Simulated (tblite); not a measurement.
# AlFH2O3Si: the cost of one run

Computed with tblite 0.8.0 and PySCF 2.14.0; each step states its level. No surroundings beyond the atoms listed, unless a continuum is named. Atoms count from 0, parts from 1.

## Step 1: The system as given

8 atoms, charge 0, multiplicity 1; geometry: distance geometry start.

## Step 2: Relaxing the cluster with GFN2-xTB

Job settings and geometry (Å):

```
{"job": {"kind": "relax", "xc": "GFN2-xTB", "basis": "xTB"}, "charge": 0, "multiplicity": 1}
Si     2.109496     0.376370     0.493288
F      3.673847     0.616913    -0.185252
O      0.433246     0.162123     0.880987
Al    -0.968110    -0.107892    -0.350949
O     -2.285128    -1.311733     0.177120
O     -0.461396    -0.149561    -2.151644
H     -3.012676    -1.617459    -0.426252
H     -0.262453    -0.959143    -2.655265
```

With the program's defaults for keys left out, this is: GFN2-xTB geometry optimisation, gas phase.

Run with:

```bash
> OMP_NUM_THREADS=1 python cluster_run.py task.json out
```

The driver reads the jobs from task.json and runs them one after another.

Q: Estimate the wall time of this first job on 1 thread of Arm Neoverse V1, shared host.

About 1 s.
